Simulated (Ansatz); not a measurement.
# CH4Cl2Ge: small, medium and large basis sets

One table from this session's results is given with a row withheld; the runs are named, their logs left out.

Computed with Ansatz 0.2.0, Gaussian basis. Level: one geometry, several basis sets.

Plan: PBE0-D4/def2-SVP; ωB97M-V/def2-SVP; PBE0-D4/def2-QZVPP; ωB97M-V/def2-QZVPP; the functionals' def2-TZVPP values are taken from earlier runs.

## The relaxed structure

All runs share one geometry, relaxed beforehand with PBE0-D4 in a triple-zeta def2 set.

SMILES `[CH3][GeH]([Cl])[Cl]`, 8 atoms, charge 0, spin multiplicity 1.

Atoms are counted from 1 here; the program's logs count them from 0.

Bond lengths: C1–Ge2 1.931 Å, C1–H5 1.090 Å, C1–H6 1.090 Å, C1–H7 1.090 Å, Ge2–Cl3 2.149 Å, Ge2–Cl4 2.149 Å, Ge2–H8 1.532 Å. Angles: Ge2–C1–H5 109.6°, Ge2–C1–H6 109.6°, Ge2–C1–H7 109.1°, H5–C1–H6 109.7°, H5–C1–H7 109.4°, H6–C1–H7 109.4°, C1–Ge2–Cl3 108.8°, C1–Ge2–Cl4 108.8°, C1–Ge2–H8 117.0°, Cl3–Ge2–Cl4 107.4°, Cl3–Ge2–H8 107.2°, Cl4–Ge2–H8 107.2°.

The first run:

Input file in.yaml:

```yaml
crystal:
  periodic: [false, false, false]
  atoms:
    - {symbol: C, position_ang: [-0.188021, 1.060847, -0.135453]}
    - {symbol: Ge, position_ang: [0.041680, -0.824428, 0.211908]}
    - {symbol: Cl, position_ang: [2.077168, -1.177836, 0.802928]}
    - {symbol: Cl, position_ang: [-0.295536, -1.911201, -1.610916]}
    - {symbol: H, position_ang: [-1.208923, 1.249773, -0.469003]}
    - {symbol: H, position_ang: [0.011654, 1.627801, 0.774414]}
    - {symbol: H, position_ang: [0.510227, 1.366923, -0.913991]}
    - {symbol: H, position_ang: [-0.856252, -1.449078, 1.284313]}
basis:
  gaussian: {orbitals: def2-SVP}
hamiltonian: {xc: pbe0, dispersion: d4}
output: {orbitals: {seedname: orbitals}}
```

Among the steps run: PBE0-D4 in def2-SVP; ωB97M-V in def2-SVP; PBE0-D4 in def2-QZVPP; ωB97M-V in def2-QZVPP.

One of the session's tables, all rows but one given; the rest of the session is left out.

It belongs to the step «Density functionals: the series». 

| functional | basis | HOMO (eV) | LUMO (eV) |
| --- | --- | --- | --- |
| PBE0-D4 | def2-SVP | -8.59 | 0.07 |
| PBE0-D4 | def2-TZVPP | -8.73 | -0.31 |
| PBE0-D4 | def2-QZVPP | -8.76 | -0.43 |
| ωB97M-V | def2-SVP | -10.76 | 2.22 |
| ωB97M-V | def2-TZVPP | ? | ? |
| ωB97M-V | def2-QZVPP | -10.98 | 1.45 |

**Question.** Estimate the row for ωB97M-V, def2-TZVPP.

**Answer.** HOMO (eV): -10.94; LUMO (eV): 1.71. In the column «HOMO (eV)» it lies between ωB97M-V, def2-QZVPP (-10.98) and ωB97M-V, def2-SVP (-10.76).
